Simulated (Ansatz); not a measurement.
# C3H4O4: the cost of one run

Method: the levels named in each step, in Ansatz 0.2.0.

### 1 The system as given

Bond lengths: O1–C2 1.198 Å, C2–O3 1.331 Å, C2–C4 1.519 Å, C4–C5 1.519 Å, C5–O6 1.198 Å, C5–O7 1.331 Å, O3–H8 0.971 Å, C4–H9 1.093 Å, C4–H10 1.084 Å, O7–H11 0.971 Å. Angles: O1–C2–O3 123.6°, O1–C2–C4 124.8°, O3–C2–C4 111.5°, C2–O3–H8 111.1°, C2–C4–C5 107.7°, C2–C4–H9 108.6°, C2–C4–H10 109.8°, C5–C4–H9 109.3°, C5–C4–H10 109.1°, H9–C4–H10 112.2°, C4–C5–O6 125.2°, C4–C5–O7 111.1°, O6–C5–O7 123.6°, C5–O7–H11 111.1°.

As a file:

```xyz
11

O    -1.1786   -0.3369   -1.5169
C    -1.1202    0.2175   -0.4566
O    -2.1231    0.2429    0.4181
C     0.0942    0.9647    0.0662
C     1.1346   -0.0666    0.4678
O     1.0726   -0.7705    1.4350
O     2.1365   -0.1034   -0.4078
H    -2.8818   -0.2700    0.0959
H    -0.2024    1.5395    0.9475
H     0.5022    1.5951   -0.7156
H     2.7803   -0.7915   -0.1744
```

### 2 A rough first relaxation, PBE-D4/def2-SVP

This run stands in another session on the same molecule. It ended at:

```xyz
11

O    -1.2576   -0.7154   -1.2239
C    -1.1931    0.1258   -0.3520
O    -2.2646    0.5571    0.3547
C     0.0813    0.8460    0.0602
C     1.1895   -0.1551    0.3473
O     1.0777   -1.1154    1.0804
O     2.3370    0.1687   -0.2946
H    -3.0312    0.0512    0.0041
H    -0.0958    1.4485    0.9723
H     0.3828    1.5282   -0.7582
H     2.9883   -0.5190   -0.0310
```

### 3 Relaxation, HF/STO-3G

input.yaml

```yaml
crystal:
  periodic: [false, false, false]
  atoms:
    - { symbol: O, position_ang: [-1.25762566, -0.71544506, -1.22389772] }
    - { symbol: C, position_ang: [-1.19309816, 0.12584676, -0.35203951] }
    - { symbol: O, position_ang: [-2.26462047, 0.5570877, 0.35471272] }
    - { symbol: C, position_ang: [0.08130054, 0.84601715, 0.06020171] }
    - { symbol: C, position_ang: [1.18951454, -0.15511039, 0.34726503] }
    - { symbol: O, position_ang: [1.07770924, -1.11536351, 1.08044328] }
    - { symbol: O, position_ang: [2.33702968, 0.16869973, -0.29462997] }
    - { symbol: H, position_ang: [-3.03118404, 0.05117805, 0.00405923] }
    - { symbol: H, position_ang: [-0.09580391, 1.4485328, 0.97225647] }
    - { symbol: H, position_ang: [0.38284197, 1.52820859, -0.75823662] }
    - { symbol: H, position_ang: [2.98829627, -0.51895181, -0.03099461] }
basis:
  gaussian: { orbitals: STO-3G }
hamiltonian:
  xc: hf
relax:
  f_tol: 0.002
  max_steps: 150
```

The run is started by

```console
> ansatz run input.yaml --threads 4 --pin off --max-ram 10240MiB --backend cpu --events-out ev --progress --plain --runs-dir out
```

**Question.** How long does this run take on 4 threads of Arm Neoverse V1, shared host, and how much memory does it need?

About 22 s, with a peak of 0.094 GiB.
